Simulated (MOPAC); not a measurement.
# One shape, several levels: CH3ClF2Sn (SMILES [CH3][Sn]([F])([F])[Cl])

We compute a comparison of 5 runs (MNDO, PM3, PM6, PM6-D3H4, PM7) of CH3ClF2Sn. 

The calculation is run with MOPAC 23.2.5.

4 further runs of the same task are left out: 1 that didn't finish, 3 set aside as unsound or not needed.

**1. Starting point**

CH3ClF2Sn has 8 atoms, charge 0, and is taken as a singlet. SMILES: `[CH3][Sn]([F])([F])[Cl]`. Geometry: a GFN2-xTB relaxation, a rough one for these elements and not checked as a minimum.

Bond lengths: C1–Sn2 2.199 Å, Sn2–F3 1.987 Å, Sn2–F4 1.987 Å, Sn2–Cl5 2.291 Å, C1–H6 1.084 Å, C1–H7 1.083 Å, C1–H8 1.083 Å. Some angles: C1–Sn2–F3 107.4°, C1–Sn2–F4 107.4°, C1–Sn2–Cl5 126.6°, F3–Sn2–F4 103.2°, F3–Sn2–Cl5 105.0°, F4–Sn2–Cl5 105.0°, Sn2–C1–H6 106.5°, Sn2–C1–H7 106.9°, Sn2–C1–H8 106.9°, H6–C1–H7 112.0°.

**2. Energy and forces at MNDO (run 1)**

ch3clf2sn.mop reads:

```
MNDO 1SCF BONDS DISP GRADIENTS AUX(PRECISION=6) THREADS=1
CH3ClF2Sn

C -1.092260 1 -0.259790 1 0.660250 1
Sn 0.748790 1 0.244680 1 -0.432080 1
F 2.161570 1 -1.017260 1 0.166930 1
F 0.467860 1 -0.258090 1 -2.333600 1
Cl 1.774800 1 2.291590 1 -0.505180 1
H -1.295010 1 -1.304600 1 0.455890 1
H -0.893420 1 -0.083440 1 1.710270 1
H -1.872340 1 0.386900 1 0.277530 1
```

Command:

```console
$ mopac ch3clf2sn.mop
```

ch3clf2sn.out:

```text
MOPAC v23.2.5
MNDO CALCULATION RESULTS
[...]
           Empirical Formula: C H3 Sn F2 Cl  =     8 atoms
      MOLECULAR POINT GROUP   :   Cs
[...]
     SCF FIELD WAS ACHIEVED
[...]
                              SUM =       -101.81998 KCAL/MOL = FINAL HEAT OF FORMATION
          TOTAL ENERGY            =      -1579.65897 EV
          ELECTRONIC ENERGY       =      -3562.00019 EV
          CORE-CORE REPULSION     =       1982.34122 EV
          COSMO AREA              =        136.36 SQUARE ANGSTROMS
          COSMO VOLUME            =        127.35 CUBIC ANGSTROMS
          GRADIENT NORM           =        105.96535          =       37.46441 PER ATOM
          IONIZATION POTENTIAL    =         12.443332 EV
          HOMO LUMO ENERGIES (EV) =        -12.443 -3.367
          NO. OF FILLED LEVELS    =         16
          MOLECULAR WEIGHT        =        207.1745         POINT GROUP:  Cs
[...]
                             CARTESIAN COORDINATES
   1    C       -1.092260000    -0.259790000     0.660250000
   2   Sn        0.748790000     0.244680000    -0.432080000
   3    F        2.161570000    -1.017260000     0.166930000
   4    F        0.467860000    -0.258090000    -2.333600000
   5   Cl        1.774800000     2.291590000    -0.505180000
   6    H       -1.295010000    -1.304600000     0.455890000
   7    H       -0.893420000    -0.083440000     1.710270000
   8    H       -1.872340000     0.386900000     0.277530000
           Empirical Formula: C H3 Sn F2 Cl  =     8 atoms
      MOLECULAR POINT GROUP   :   Cs
[...]
              NET ATOMIC CHARGES AND DIPOLE CONTRIBUTIONS
  ATOM NO.   TYPE          CHARGE      No. of ELECS.   s-Pop       p-Pop
    1          C           0.143746        3.8563     1.25007     2.60619
    2         Sn           0.838453        3.1615     1.43241     1.72914
    3          F          -0.432551        7.4326     1.90773     5.52482
    4          F          -0.432630        7.4326     1.90774     5.52489
    5         Cl          -0.242882        7.2429     1.98507     5.25782
    6          H           0.046868        0.9531     0.95313
    7          H           0.039581        0.9604     0.96042
    8          H           0.039416        0.9606     0.96058
 DIPOLE           X         Y         Z       TOTAL
 POINT-CHG.    -6.088     0.546     4.288     7.467
 HYBRID         1.253    -0.324    -0.947     1.603
 SUM           -4.835     0.223     3.341     5.881
[...]
 * JOB ENDED NORMALLY *
[...]
```

Run time: 0.04 s. Hardware: 1 thread of Intel Xeon 6975P-C (Granite Rapids), shared host.

**3. Energy and gradient at PM3 (run 2)**

job.mop reads:

```
DISP BONDS GRADIENTS 1SCF PM3 AUX(PRECISION=6) T=10M THREADS=1
CH3ClF2Sn gradient

C     -1.092260 +1    -0.259790 +1     0.660250 +1
Sn     0.748790 +1     0.244680 +1    -0.432080 +1
F      2.161570 +1    -1.017260 +1     0.166930 +1
F      0.467860 +1    -0.258090 +1    -2.333600 +1
Cl     1.774800 +1     2.291590 +1    -0.505180 +1
H     -1.295010 +1    -1.304600 +1     0.455890 +1
H     -0.893420 +1    -0.083440 +1     1.710270 +1
H     -1.872340 +1     0.386900 +1     0.277530 +1
```

Command:

```console
$ mopac job.mop
```

job.out:

```text
MOPAC v23.2.5
PM3 CALCULATION RESULTS
[...]
           Empirical Formula: C H3 Sn F2 Cl  =     8 atoms
      MOLECULAR POINT GROUP   :   Cs
[...]
     SCF FIELD WAS ACHIEVED
[...]
                              SUM =       -134.87310 KCAL/MOL = FINAL HEAT OF FORMATION
          TOTAL ENERGY            =      -1445.63047 EV
          ELECTRONIC ENERGY       =      -3380.61610 EV
          CORE-CORE REPULSION     =       1934.98563 EV
          COSMO AREA              =        136.36 SQUARE ANGSTROMS
          COSMO VOLUME            =        127.35 CUBIC ANGSTROMS
          GRADIENT NORM           =        101.17183          =       35.76964 PER ATOM
          IONIZATION POTENTIAL    =         11.699102 EV
          HOMO LUMO ENERGIES (EV) =        -11.699 -2.811
          NO. OF FILLED LEVELS    =         16
          MOLECULAR WEIGHT        =        207.1745         POINT GROUP:  Cs
[...]
                             CARTESIAN COORDINATES
   1    C       -1.092260000    -0.259790000     0.660250000
   2   Sn        0.748790000     0.244680000    -0.432080000
   3    F        2.161570000    -1.017260000     0.166930000
   4    F        0.467860000    -0.258090000    -2.333600000
   5   Cl        1.774800000     2.291590000    -0.505180000
   6    H       -1.295010000    -1.304600000     0.455890000
   7    H       -0.893420000    -0.083440000     1.710270000
   8    H       -1.872340000     0.386900000     0.277530000
           Empirical Formula: C H3 Sn F2 Cl  =     8 atoms
      MOLECULAR POINT GROUP   :   Cs
[...]
              NET ATOMIC CHARGES AND DIPOLE CONTRIBUTIONS
  ATOM NO.   TYPE          CHARGE      No. of ELECS.   s-Pop       p-Pop
    1          C          -0.268187        4.2682     1.18659     3.08160
    2         Sn           1.079412        2.9206     1.12341     1.79718
    3          F          -0.383142        7.3831     1.69664     5.68651
    4          F          -0.383190        7.3832     1.69666     5.68653
    5         Cl          -0.289442        7.2894     1.97563     5.31381
    6          H           0.086748        0.9133     0.91325
    7          H           0.078986        0.9210     0.92101
    8          H           0.078815        0.9212     0.92119
 DIPOLE           X         Y         Z       TOTAL
 POINT-CHG.    -3.605     0.336     2.543     4.424
 HYBRID         0.091    -0.300    -0.153     0.348
 SUM           -3.514     0.036     2.391     4.250
[...]
 * JOB ENDED NORMALLY *
[...]
```

It took 0.04 s on 1 thread of Intel Xeon 6975P-C (Granite Rapids), shared host.

Runs 3 to 4 aren't shown in full; the table further down has their settings and results.

**4. Energy and forces at PM7 (run 5)**

job.mop reads:

```
PM7 1SCF DISP GRADIENTS BONDS AUX(PRECISION=9) THREADS=1
CH3ClF2Sn, PM7

C -1.092260 1 -0.259790 1 0.660250 1
Sn 0.748790 1 0.244680 1 -0.432080 1
F 2.161570 1 -1.017260 1 0.166930 1
F 0.467860 1 -0.258090 1 -2.333600 1
Cl 1.774800 1 2.291590 1 -0.505180 1
H -1.295010 1 -1.304600 1 0.455890 1
H -0.893420 1 -0.083440 1 1.710270 1
H -1.872340 1 0.386900 1 0.277530 1
```

Command:

```console
$ mopac job.mop
```

job.out:

```text
MOPAC v23.2.5
PM7 CALCULATION RESULTS
[...]
           Empirical Formula: C H3 Sn F2 Cl  =     8 atoms
      MOLECULAR POINT GROUP   :   Cs
[...]
     SCF FIELD WAS ACHIEVED
[...]
                              SUM =       -148.40961 KCAL/MOL = FINAL HEAT OF FORMATION
          TOTAL ENERGY            =      -1453.15839 EV
          ELECTRONIC ENERGY       =      -3357.88304 EV
          CORE-CORE REPULSION     =       1904.72465 EV
          COSMO AREA              =        136.36 SQUARE ANGSTROMS
          COSMO VOLUME            =        127.35 CUBIC ANGSTROMS
          GRADIENT NORM           =         74.83125          =       26.45684 PER ATOM
          IONIZATION POTENTIAL    =         11.505599 EV
          HOMO LUMO ENERGIES (EV) =        -11.506 -1.151
          NO. OF FILLED LEVELS    =         16
          MOLECULAR WEIGHT        =        207.1745         POINT GROUP:  Cs
[...]
                             CARTESIAN COORDINATES
   1    C       -1.092260000    -0.259790000     0.660250000
   2   Sn        0.748790000     0.244680000    -0.432080000
   3    F        2.161570000    -1.017260000     0.166930000
   4    F        0.467860000    -0.258090000    -2.333600000
   5   Cl        1.774800000     2.291590000    -0.505180000
   6    H       -1.295010000    -1.304600000     0.455890000
   7    H       -0.893420000    -0.083440000     1.710270000
   8    H       -1.872340000     0.386900000     0.277530000
           Empirical Formula: C H3 Sn F2 Cl  =     8 atoms
      MOLECULAR POINT GROUP   :   Cs
[...]
              NET ATOMIC CHARGES AND DIPOLE CONTRIBUTIONS
  ATOM NO.   TYPE          CHARGE      No. of ELECS.   s-Pop       p-Pop       d-Pop
    1          C          -0.576111        4.5761     1.05063     3.52548
    2         Sn           1.401330        2.5987     0.74749     1.85118
    3          F          -0.516874        7.5169     1.96942     5.54745
    4          F          -0.516918        7.5169     1.96943     5.54749
    5         Cl          -0.303325        7.3033     1.98825     5.31306     0.00201
    6          H           0.176950        0.8230     0.82305
    7          H           0.167582        0.8324     0.83242
    8          H           0.167366        0.8326     0.83263
 DIPOLE           X         Y         Z       TOTAL
 POINT-CHG.    -4.376     1.328     3.368     5.680
 HYBRID         0.934    -0.528    -0.793     1.334
 SUM           -3.442     0.801     2.575     4.373
[...]
 * JOB ENDED NORMALLY *
[...]
```

It took 0.2 s on 1 thread of Intel Xeon 6975P-C (Granite Rapids), shared host.

**5. The series**

| run | level | heat of formation (kcal/mol) | dipole moment (D) | HOMO energy (eV) | LUMO energy (eV) | wall time |
| --- | --- | --- | --- | --- | --- | --- |
| 1 | MNDO | -101.82 | 5.88 | -12.44 | -3.37 | 0.04 s |
| 2 | PM3 | -134.87 | 4.25 | -11.70 | -2.81 | 0.04 s |
| 3 | PM6 | -157.81 | 4.50 | -11.81 | -1.93 | 0.04 s |
| 4 | PM6-D3H4 | -153.38 | 4.50 | -11.81 | -1.93 | 0.04 s |
| 5 | PM7 | -148.41 | 4.37 | -11.51 | -1.15 | 0.2 s |

**6. Results**

| quantity | value |
| --- | --- |
| run 5: total energy | -53.40259 Eh |
| run 5: dipole moment | 4.37 D |
| run 5: HOMO energy | -11.51 eV |
| run 5: LUMO energy | -1.15 eV |
| run 5: HOMO–LUMO gap | 10.36 eV |
| run 5: dispersion energy | -2.55 kJ/mol |
| run 5: heat of formation at this unrelaxed shape | -148.4 kcal/mol |
| run 5: largest force on an atom | 2.120 eV/Å |

In words: The dipole moment (its size) runs from 4.25 D (PM3) to 5.88 D (MNDO). The HOMO–LUMO gap runs from 8.89 eV (PM3) to 10.36 eV (PM7). Force-field and semi-empirical energies have zeros of their own, so their totals don't compare. All runs together took 0.36 s, the longest 0.2 s.
